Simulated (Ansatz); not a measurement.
# WO (triplet): the correlation ladder, def2-QZVPP

An exercise on one series of results from a longer session: the logs are not shown, and one member is left open.

Program: Ansatz 0.2.0, Gaussian basis. Level of theory: def2-QZVPP, core rule «outside noble gas», up to 5 orbitals frozen. These are calculated values, not measurements.

Plan: UHF; ROHF; CCSD(T) on UHF.

2 further runs of the same task are left out: 2 set aside as unsound or not needed.

## The geometry

The geometry is a PBE0/def2-TZVP stationary point (not a proven minimum) of the parent state, kept for this charge and spin. No spin-orbit coupling is included. Elements past krypton take def2 core potentials.

2 atoms, charge 0, spin multiplicity 3.

Atoms are counted from 1 here; the program's logs count them from 0.

Bond lengths: W1–O2 1.645 Å.

Geometry (Å):

```xyz
2
OW
W     0.00000    0.00000    0.00000
O     0.00000    0.00000    1.64540
```

The first run:

Input file in.yaml:

```yaml
crystal:
  periodic: [false, false, false]
  atoms:
    - {symbol: W, position_ang: [0.000000, 0.000000, 0.000000]}
    - {symbol: O, position_ang: [0.000000, 0.000000, 1.645402]}
basis:
  gaussian: {orbitals: "def2-QZVPP.json"}
magnetization: {spin_polarized: true, initial_magnetization: 2}
hamiltonian: {xc: hf}
output: {orbitals: {seedname: orbitals}}
```

Command:

```sh
$ ansatz run in.yaml --threads 1 --pin off --events-out ev --progress --plain --max-ram 4096MiB --backend cpu
```

Among the steps run: UHF; ROHF; CCSD(T) on UHF.

One of the session's tables, all rows but one given; the rest of the session is left out.

It belongs to the step «Misses and costs». 

| method | from UCCSD(T) (meV) |
| --- | --- |
| ROHF | +12627.3 |
| UHF | ? |
| UMP2 | +614.0 |
| UCCSD | +812.6 |
| UCCSD(T) | 0 |

Estimate the missing values for UHF.

**Answer.** from UCCSD(T) (meV): +12137.9. In the column «from UCCSD(T) (meV)» it lies between UCCSD (+812.6) and ROHF (+12627.3).
